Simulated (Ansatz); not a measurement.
Write a Python script for Ansatz's Python interface that makes harmonic frequencies at the relaxed geometry of B2BrH5Si, SMILES B[SiH2]BBr. Use (for the species named): B3LYP, def2-SVP basis, multiplicity 1.

`b2brh5si.xyz`
```text
9

B    -0.32950    1.04390   -1.15320
Si    0.56170   -0.39760   -0.34720
B    -0.05190   -0.59290    1.47820
Br   -1.86540   -0.96800    1.89070
H    -1.06200    0.89590   -2.12580
H    -0.28110    2.18930   -0.70940
H     2.03820   -0.12810   -0.37080
H     0.31390   -1.61330   -1.09500
H     0.76450   -0.47550    2.41530
```

`freq_b2brh5si.py`
```python
"""Harmonic frequencies of B2BrH5Si at its relaxed geometry."""

import itertools
import warnings

import ansatz as az
from ase.data import atomic_numbers, covalent_radii
import numpy as np

warnings.simplefilter("ignore", az.DeckWarning)

mol = az.Crystal.molecule_from_extxyz("b2brh5si.xyz")

setup = mol.calculation().basis(gaussian="def2-SVP").functional("B3LYP")
symbols = [site.symbol for site in mol.cartesian_sites]
start = np.array([site.position_ang for site in mol.cartesian_sites], dtype=float)
def progress(event):
    if event["event"] == "relax_step":
        row = event["data"]
        print(f"step {row['step']:3d}  E = {row['lagrangian_ev']:.6f} eV  largest force component {row['allowed_force_max_ev_ang']:.4f} eV/A")


summary = setup.relax(force_tolerance=0.003).session().plan().execute(on_event=progress).report
end = np.array(summary["positions_ang"])

# pairs closer than 1.2 times the sum of covalent radii, before or after
radius = [covalent_radii[atomic_numbers[s]] for s in symbols]
span = lambda where, i, j: np.linalg.norm(where[i] - where[j])
bonded = [(i, j) for i, j in itertools.combinations(range(len(symbols)), 2) if min(span(start, i, j), span(end, i, j)) < 1.2 * (radius[i] + radius[j])]
print("pair        before    after (A)")
for i, j in bonded:
    print(f"{symbols[i]}{i}-{symbols[j]}{j}".ljust(10), f"{span(start, i, j):8.4f} {span(end, i, j):8.4f}")

# same settings at the minimum
minimum = az.Crystal.molecule()
for symbol, place in zip(symbols, end):
    minimum = minimum.atom(symbol, place.tolist())
vibrating = minimum.calculation()
vibrating = vibrating.basis(gaussian="def2-SVP")
vibrating = vibrating.functional("B3LYP")
vibrating = vibrating.phonons(temperatures=(100, 500, 100))
vib = vibrating.run().report["vibrations"]
sums = vib["harmonic_sums"]
modes = [m["omega_inv_cm"] for m in sums["modes_at_gamma"] if m["rigid_motion"] == "no"]
print("frequencies (1/cm):", " ".join(f"{w:.0f}" for w in modes))
print("imaginary modes:", sum(w < 0 for w in modes), " zero-point energy:", round(sums["zero_point_energy_ev"], 4), "eV")
print("T (K)   F_vib (eV)   S_vib (meV/K)   C_vib (meV/K)")
for row in zip(sums["temperatures_k"], sums["vibrational_free_energy_ev"], vib["entropy_ev_per_k"], vib["heat_capacity_ev_per_k"]):
    print(f"{row[0]:6.1f} {row[1]:11.4f} {1000 * row[2]:13.4f} {1000 * row[3]:15.4f}")
```

```console
$ python freq_b2brh5si.py
step   1  E = -79346.319094 eV  largest force component 2.4470 eV/A
step   2  E = -79346.592544 eV  largest force component 0.9811 eV/A
step   3  E = -79346.640674 eV  largest force component 0.3283 eV/A
step   4  E = -79346.655815 eV  largest force component 0.0993 eV/A
step   5  E = -79346.669051 eV  largest force component 0.1013 eV/A
step   6  E = -79346.653927 eV  largest force component 0.5236 eV/A
step   7  E = -79346.672966 eV  largest force component 0.0387 eV/A
step   8  E = -79346.674186 eV  largest force component 0.1003 eV/A
step   9  E = -79346.673317 eV  largest force component 0.1529 eV/A
step  10  E = -79346.675770 eV  largest force component 0.0186 eV/A
step  11  E = -79346.676270 eV  largest force component 0.0101 eV/A
step  12  E = -79346.676401 eV  largest force component 0.0215 eV/A
step  13  E = -79346.676447 eV  largest force component 0.0108 eV/A
step  14  E = -79346.676409 eV  largest force component 0.0158 eV/A
step  15  E = -79346.676474 eV  largest force component 0.0038 eV/A
step  16  E = -79346.676487 eV  largest force component 0.0015 eV/A
step  17  E = -79346.676493 eV  largest force component 0.0028 eV/A
step  18  E = -79346.676494 eV  largest force component 0.0041 eV/A
step  19  E = -79346.676496 eV  largest force component 0.0018 eV/A
pair        before    after (A)
B0-Si1       1.8766   2.0181
B0-H4        1.2265   1.2059
B0-H5        1.2293   1.2062
Si1-B2       1.9356   2.0282
Si1-H6       1.5011   1.4976
Si1-H7       1.4486   1.4945
B2-Br3       1.8973   1.9131
B2-H8        1.2484   1.2032
frequencies (1/cm): 34 129 135 170 445 478 565 632 644 742 747 766 904 956 1012 1156 2189 2207 2574 2638 2672
imaginary modes: 0  zero-point energy: 1.3511 eV
T (K)   F_vib (eV)   S_vib (meV/K)   C_vib (meV/K)
 100.0      1.3392        0.2652          0.2807
 200.0      1.2995        0.5256          0.5074
 300.0      1.2343        0.7779          0.7466
 400.0      1.1443        1.0193          0.9312
 500.0      1.0310        1.2425          1.0675
```

Total energies depend on the basis set; only differences at equal settings carry meaning. The frequencies are harmonic and unscaled, in a modest basis. b3lyp holds the VWN-RPA fit, as in Gaussian; the form of ORCA and Turbomole is b3lyp5. Finished in 4.1 min on 1 thread of Arm Neoverse V2, on a shared host, peak memory 0.31 GiB.
